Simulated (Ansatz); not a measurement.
Here is an Ansatz input file for NaHg₃, space group Pm-3m. Write the same calculation for the Python package.

```yaml
crystal:
  lattice:
    - [4.64063, 0.0, 0.0]
    - [0.0, 4.64063, 0.0]
    - [0.0, 0.0, 4.64063]
  atoms:
    - { symbol: Na, position: [0.0, 0.0, 0.0] }
    - { symbol: Hg, position: [0.0, 0.5, 0.5] }
    - { symbol: Hg, position: [0.5, 0.0, 0.5] }
    - { symbol: Hg, position: [0.5, 0.5, 0.0] }
  supercell: [2, 1, 1]
kpoints:
  mp_grid:
    grid: [1, 2, 2]
    shift: [0.0, 0.0, 0.0]
hamiltonian:
  xc: pbesol
scf:
  occupations:
    method: fermi_dirac
md:
  timestep: 2.0
  n_steps: 25
  ensemble: nvt_langevin
  temperature: 2000.0
  friction: 0.02
  initial_velocities: maxwell_boltzmann
  seed: 692
```

`run_md.py`:
```python
# -*- coding: utf-8 -*-
import ansatz as az
from ase import Atoms
from ase.neighborlist import neighbor_list
import numpy as np
from pymatgen.core import Lattice, Structure
from pymatgen.io.ase import AseAtomsAdaptor

pmg_structure = Structure(
    Lattice([(4.64063, 0.0, 0.0), (0.0, 4.64063, 0.0), (0.0, 0.0, 4.64063)]),
    ["Na", "Hg", "Hg", "Hg"],
    [
        (0.0, 0.0, 0.0),
        (0.0, 0.5, 0.5),
        (0.5, 0.0, 0.5),
        (0.5, 0.5, 0.0),
    ],
)
xtal = az.Crystal.from_ase(AseAtomsAdaptor.get_atoms(pmg_structure))

model = (
    xtal.supercell(2, 1, 1).calculation()
    .functional("pbesol")
    .kpoints(1, 2, 2, center="gamma")
    .occupations("Fermi-Dirac")
    .md(az.Ensemble.NVT_LANGEVIN, timestep=2.0, steps=25, temperature=2000, friction=0.02, initial_velocities="maxwell_boltzmann", seed=692)
)
steps = []


def collect(event):
    if event["event"] == "md_step":
        steps.append(event["data"])


outcome = model.session().plan().execute(on_event=collect)
r = outcome.report

print(" step   t (fs)     E_pot (eV)   E_kin (eV)    T (K)")
for s in steps[::1]:
    print(f"{s['step']:5d} {s['time_fs']:8.1f} {s['lagrangian_ev']:14.4f} {s['e_kin_ev']:12.4f} {s['temperature_k']:8.1f}")

temperature = np.array([s["temperature_k"] for s in steps])
print(f"mean temperature of the second half {temperature[len(steps) // 2 :].mean():.1f} K")

symbols = [site.symbol for site in outcome.lattice.sites]
pairs = np.concatenate([neighbor_list("d", Atoms(symbols, positions=s["positions_ang"], cell=outcome.lattice.cell_ang, pbc=True), 4.5) for s in steps[len(steps) // 2 :]])
counts, edges = np.histogram(pairs, bins=np.arange(0.5, 4.51, 0.25))
for low, count in zip(edges, counts / (len(symbols) * len(steps[len(steps) // 2 :]))):
    print(f"{low:4.2f}-{low + 0.25:4.2f} A  {count:6.2f} neighbours an atom")

print("last positions (A) and velocities (A/fs)")
for site, xyz, vel in zip(outcome.lattice.sites, steps[-1]["positions_ang"], steps[-1]["velocities_ang_fs"]):
    print(f"{site.symbol:2s}", " ".join(f"{v:8.4f}" for v in xyz), " ", " ".join(f"{v:9.5f}" for v in vel))
```

```console
$ python run_md.py
DeckWarning: md: disabling space-group detection — thermal motion breaks the input geometry's symmetry, so no spatial operation reduces the k-mesh or symmetrises the density; time reversal is kept, [...]
DeckWarning: basis.ecutwfc = 420 eV, auto-derived from the records' recommended cutoffs: set by Na (normal level)
 step   t (fs)     E_pot (eV)   E_kin (eV)    T (K)
    0      0.0    -84961.5637       1.8096   1750.0
    1      2.0    -84961.5625       1.9624   1897.7
    2      4.0    -84961.5586       1.8226   1762.5
    3      6.0    -84961.5527       1.6449   1590.7
    4      8.0    -84961.5435       1.8914   1829.1
    5     10.0    -84961.5292       2.0042   1938.1
    6     12.0    -84961.5097       2.3447   2267.4
    7     14.0    -84961.4838       2.5155   2432.6
    8     16.0    -84961.4528       2.2483   2174.2
    9     18.0    -84961.4182       2.4222   2342.4
   10     20.0    -84961.3814       1.9330   1869.3
   11     22.0    -84961.3412       2.1073   2037.9
   12     24.0    -84961.2948       2.2990   2223.3
   13     26.0    -84961.2432       2.0802   2011.6
   14     28.0    -84961.1877       1.8510   1790.0
   15     30.0    -84961.1272       1.9452   1881.1
   16     32.0    -84961.0662       1.8175   1757.6
   17     34.0    -84961.0106       1.3747   1329.4
   18     36.0    -84960.9539       1.4385   1391.1
   19     38.0    -84960.8960       1.5880   1535.7
   20     40.0    -84960.8493       1.1995   1160.0
   21     42.0    -84960.8130       1.3005   1257.6
   22     44.0    -84960.7813       1.4451   1397.5
   23     46.0    -84960.7515       1.7293   1672.4
   24     48.0    -84960.7159       1.6528   1598.4
   25     50.0    -84960.6757       1.6215   1568.1
mean temperature of the second half 1565.4 K
0.50-0.75 A    0.00 neighbours an atom
0.75-1.00 A    0.00 neighbours an atom
1.00-1.25 A    0.00 neighbours an atom
1.25-1.50 A    0.00 neighbours an atom
1.50-1.75 A    0.00 neighbours an atom
1.75-2.00 A    0.00 neighbours an atom
2.00-2.25 A    0.00 neighbours an atom
2.25-2.50 A    0.00 neighbours an atom
2.50-2.75 A    0.27 neighbours an atom
2.75-3.00 A    1.08 neighbours an atom
3.00-3.25 A    3.06 neighbours an atom
3.25-3.50 A    5.52 neighbours an atom
3.50-3.75 A    1.44 neighbours an atom
3.75-4.00 A    0.48 neighbours an atom
4.00-4.25 A    0.15 neighbours an atom
4.25-4.50 A    0.40 neighbours an atom
last positions (A) and velocities (A/fs)
Na   0.2515   0.2445  -0.7162    -0.00104   0.01048  -0.00082
Hg  -0.0248   2.3877   2.3140     0.00143   0.00059  -0.00158
Hg   2.3647  -0.1498   2.2842     0.00243   0.00120  -0.00118
Hg   2.2163   2.4432   0.2691    -0.00264   0.00045   0.00809
Na   4.6189   0.5192  -0.1266     0.00761   0.01403   0.00269
Hg   4.4577   2.3958   2.3981    -0.00269   0.00060  -0.00068
Hg   6.8349   0.0449   2.3709    -0.00230   0.00101  -0.00164
Hg   6.9434   2.1984  -0.0384    -0.00129  -0.00145  -0.00247
```
(Warnings from the package without file and line, shortened.)

What to keep in mind:
- Total energies depend on the potentials; only differences at equal settings carry meaning. A total without «per atom» is that of the whole cell that was run.
- For a metal this mesh is far too coarse, so the numbers only illustrate the procedure.
- Spin-orbit coupling, which matters for elements this heavy, is left out.
- The structure comes from a database of computed cells and needn't be a stable or known phase.
- A small cell, a coarse mesh and a very short run: it shows the set-up and gives no equilibrium averages.
- It ran for 76 s on 1 thread of Arm Neoverse V2, on a shared host, peak memory 0.59 GiB.

(Lines on the test bed's own set-up are left out of the output.)
